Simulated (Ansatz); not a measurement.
# Ge (Cmcm): relaxations under a series of pressures, by script

How does Ge (Cmcm) give way under pressure? A script is to give relaxations under a series of pressures; the system is Ge (Cmcm).

Program: Ansatz 0.2.0 through its Python package. Level of theory: DFT PBEsol, plane waves, PAW. These are calculated values, not measurements.

## (1) The system

It takes space group Cmcm (No. 63, orthorhombic). Conventional cell: a = 2.976 Å, b = 5.189 Å, c = 4.728 Å, α = 90.00°, β = 90.00°, γ = 90.00°. Ge (site symmetry m2m) has 12 Ge at 2.92 to 2.99 Å as nearest neighbours.

No structure file is read: the coordinates are typed or built in the script.

## (2) The code

Contents of compress_ge.py:

```python
'''Cell of Ge under pressure.'''

import ansatz as az
import numpy as np
import pandas as pd

def edges_and_angles(cell):
    cell = np.asarray(cell)
    a, b, c = np.linalg.norm(cell, axis=1)
    cosines = cell[1] @ cell[2] / (b * c), cell[0] @ cell[2] / (a * c), cell[0] @ cell[1] / (a * b)
    return (a, b, c, *np.degrees(np.arccos(cosines)))


def main() -> None:
    cell = (
        az.Lattice.from_parameters(2.991106, 2.991106, 4.727596, alpha=90.0, beta=90.0, gamma=120.33151)
        .atom('Ge', (0.66655, 0.33345, 0.25))
        .atom('Ge', (0.33345, 0.66655, 0.75))
    )

    calculation = cell.calculation()
    calculation = calculation.functional('pbesol')
    calculation = calculation.pseudopotentials('paw')
    calculation = calculation.basis(18 * az.Ha).kpoints(12, 12, 7, center='gamma')
    calculation = calculation.occupations('Fermi-Dirac', width=0.1)
    calculation = calculation.scf(tolerance=1e-09)

    # H = F + PV, with 1 GPa A^3 = 1/160.21766 eV
    rows = []
    for pressure in [0, 5, 10, 20]:
        result = calculation.relax(cell=True, pressure=pressure).run(threads=1, backend='cpu')
        cell = result.lattice.cell_ang
        n_atoms = len(result.lattice.sites)
        volume = abs(np.linalg.det(cell)) / n_atoms
        enthalpy = result.report['free_energy_ev'] / n_atoms + pressure * volume / 160.21766
        rows.append((pressure, volume, enthalpy, *edges_and_angles(cell)))
        print(f'{pressure} GPa done: {volume:.4f} A^3/atom')

    table = pd.DataFrame(rows, columns=['P_GPa', 'V_A3_atom', 'H_eV_atom', 'a', 'b', 'c', 'alpha', 'beta', 'gamma'])
    print(table.round(4).to_string(index=False))
    p, v = np.array([row[0] for row in rows], float), np.array([row[1] for row in rows])
    print('mean bulk modulus between rows (GPa):', np.round(-np.diff(p) / np.diff(np.log(v)), 1))


if __name__ == '__main__':
    main()
```

## (3) Running it

Run with:

```console
python compress_ge.py
```

**Question.** How far does the cell shrink over this series of pressures, and what bulk modulus does the first step imply?

As calculated:

| quantity | value |
| --- | --- |
| bulk modulus between neighbouring pressures | 80.9 to 132.6 GPa |
| runs compared | 4 |
| range of energy | 258.94 meV/atom |

**Reading.** The crystal stiffens as it is compressed. The volume falls from 18.38 Å³ an atom at 0 GPa to 15.28 at 20 GPa, by 16.9 %. Between 0 and 5 GPa, -V dP/dV is about 81 GPa, a mean over that step. In run 1, the volume grew by 0.7 % over 13 moves, and within 0.02 Å the space group became P6/mmm. Apart from the cell, atoms moved by up to 0.82 Å: the start was far from this minimum, and neighbours may have changed. In run 4, over 5 moves the cell shrank by 16.3 % in volume under the 20 GPa asked, and within 0.02 Å the space group became P6_3/mmc. Reading the output:
- At a fixed pressure a relaxation lowers the enthalpy F + PV, while F alone can rise.
- Within a few hundredths of an angstrom the cell has the higher group P6_3/mmc; the lower one is a small distortion.
- Edges and angles that the script prints are those of the cell as typed, here a primitive one.
- The cell relaxed to the group P6/mmm; tensors and edges are in the axes of the typed cell.
- This isn't the structure that Ge takes at ambient conditions.
- Symmetry holds the cell in this phase, so another phase that may be stable under pressure is not reached. Whether this is the phase that is stable at ambient conditions was not tested.
